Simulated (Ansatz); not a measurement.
# C₂H₈GeSe: a ladder of functionals and wavefunction methods

How much do the methods differ for C₂H₈GeSe? The plan is to run it at one geometry with functionals of several rungs and with coupled cluster. The yardstick is the atomisation energy at the CCSD(T) limit.

Computed with Ansatz 0.2.0, Gaussian basis. Level: functionals in def2-TZVPP, the program's frozen cores in correlated methods.

Plan: LDA (SPW92), PBE-D4, revPBE-D4, BLYP-D4, r2SCAN-D4, B97M-V, PBE0-D4, B3LYP-D4, r2SCANh-D4, r2SCAN0-D4, HSE06-D4, BHLYP-D4, CAM-B3LYP-D4, LC-ωPBE, ωB97X-V, ωB97M-V, B2PLYP, PBE-QIDH; CCSD(T)/def2-SVP; CCSD(T)/def2-TZVPP; MP2/def2-QZVPP; extrapolation to the limit; RPA on PBE.

### Step 1. Structure used throughout

An earlier PBE0-D4 in a triple-zeta def2 set relaxation fixed the geometry.

SMILES `[CH3][GeH2][Se]C`, 12 atoms, charge 0, spin multiplicity 1.

Atoms are counted from 1 here; the program's logs count them from 0.

Bond lengths: C1–Ge2 1.952 Å, C1–H5 1.091 Å, C1–H6 1.092 Å, C1–H7 1.090 Å, Ge2–Se3 2.351 Å, Ge2–H8 1.543 Å, Ge2–H9 1.538 Å, Se3–C4 1.957 Å, C4–H10 1.089 Å, C4–H11 1.089 Å, C4–H12 1.088 Å. Angles: Ge2–C1–H5 110.3°, Ge2–C1–H6 110.1°, Ge2–C1–H7 109.8°, H5–C1–H6 108.6°, H5–C1–H7 108.9°, H6–C1–H7 109.2°, C1–Ge2–Se3 111.3°, C1–Ge2–H8 110.1°, C1–Ge2–H9 111.3°, Se3–Ge2–H8 108.5°, Se3–Ge2–H9 105.5°, H8–Ge2–H9 110.0°, Ge2–Se3–C4 96.8°, Se3–C4–H10 106.4°, Se3–C4–H11 110.3°, Se3–C4–H12 110.8°, H10–C4–H11 109.4°, H10–C4–H12 109.3° and more.

### Step 2. LDA

This LDA is Slater exchange with PW92 correlation.

in.yaml reads:

```yaml
crystal:
  periodic: [false, false, false]
  atoms:
    - {symbol: C, position_ang: [-1.376636, 1.214166, 0.152272]}
    - {symbol: Ge, position_ang: [-0.281946, 0.060916, 1.284693]}
    - {symbol: Se, position_ang: [1.908994, -0.122500, 0.450894]}
    - {symbol: C, position_ang: [1.451584, -1.068935, -1.199424]}
    - {symbol: H, position_ang: [-1.443716, 0.802102, -0.855380]}
    - {symbol: H, position_ang: [-2.385003, 1.294407, 0.562844]}
    - {symbol: H, position_ang: [-0.931800, 2.207879, 0.097635]}
    - {symbol: H, position_ang: [-0.898929, -1.351848, 1.355928]}
    - {symbol: H, position_ang: [-0.136324, 0.642523, 2.701085]}
    - {symbol: H, position_ang: [2.393630, -1.292416, -1.697452]}
    - {symbol: H, position_ang: [0.934512, -1.999429, -0.971101]}
    - {symbol: H, position_ang: [0.842635, -0.441965, -1.847893]}
basis:
  gaussian: {orbitals: def2-TZVPP}
hamiltonian: {xc: lda}
output: {orbitals: {seedname: orbitals}}
```

Started as:

```bash
> ansatz run in.yaml --threads 2 --pin off --events-out ev --progress --plain --max-ram 20480MiB --backend cpu
```

Further steps of the session: PBE-D4 (GGA); revPBE-D4 (GGA); BLYP-D4 (GGA); r2SCAN-D4 (meta-GGA); B97M-V (meta-GGA); PBE0-D4 (hybrid); B3LYP-D4 (hybrid); r2SCANh-D4 (hybrid); r2SCAN0-D4 (hybrid); HSE06-D4 (hybrid); BHLYP-D4 (hybrid); CAM-B3LYP-D4 (range-separated); LC-ωPBE (range-separated); ωB97X-V (range-separated); ωB97M-V (range-separated); B2PLYP (double hybrid); PBE-QIDH (double hybrid); CCSD(T) in def2-SVP; CCSD(T) in def2-TZVPP; MP2 in def2-QZVPP; RPA on PBE orbitals.

**Question.** What will the summary of the whole plan be? Wanted: atomisation energy, CCSD(T)/CBS; farthest beyond LDA; mean size of error, GGA; mean size of error, meta-GGA; mean size of error, hybrid; mean size of error, range-separated; mean size of error, double hybrid; gap, smallest and largest; T1 diagnostic.

As calculated:

| quantity | value |
| --- | --- |
| atomisation energy, CCSD(T)/CBS | 4016.0 kJ/mol |
| functionals within 40.2 kJ/mol (1.0 %) | PBE-D4, r2SCAN-D4, B97M-V, PBE0-D4, B3LYP-D4, r2SCANh-D4, r2SCAN0-D4, HSE06-D4, CAM-B3LYP-D4, ωB97X-V, ωB97M-V, PBE-QIDH |
| farthest beyond LDA | BHLYP-D4 (-96.7 kJ/mol) |
| mean size of error, GGA | 44.9 kJ/mol |
| mean size of error, meta-GGA | 2.5 kJ/mol |
| mean size of error, hybrid | 35.8 kJ/mol |
| mean size of error, range-separated | 26.5 kJ/mol |
| mean size of error, double hybrid | 48.5 kJ/mol |
| gap, smallest and largest | 4.35 eV (LDA (SPW92)), 11.23 eV (LC-ωPBE) |
| T1 diagnostic | 0.0096 |
| triples share of the correlation energy | 3.7 % |

**Reading.** The LDA atomisation energy is off by 498.4 kJ/mol (12 %): it overbinds. PBE-D4 is off by +15.9 kJ/mol. Double hybrids carry the basis error of their MP2 part in triple zeta, and no dispersion term here, so their miss is partly the set-up's. The rungs meta-GGA, range-separated, hybrid miss on average by less than the doubt on the reference (40.2 kJ/mol), so they tie. The reference freezes the cores and leaves out relativity and excitations past (T), and its outer-core shells are covered unevenly, so misses under about 40.2 kJ/mol can't be ranked. All levels share the lack of spin-orbit coupling, which lowers the free heavy atoms and so the true binding. Hartree-Fock recovers 74 % of the binding; the rest is correlation. CCSD(T) in def2-SVP is off by -229.1 kJ/mol, which most functionals beat. Orbital gaps span 4.4 to 11.2 eV; exact exchange widens them. Correlated methods include outer-core shells of Ge, Se, which these sets cover unevenly.
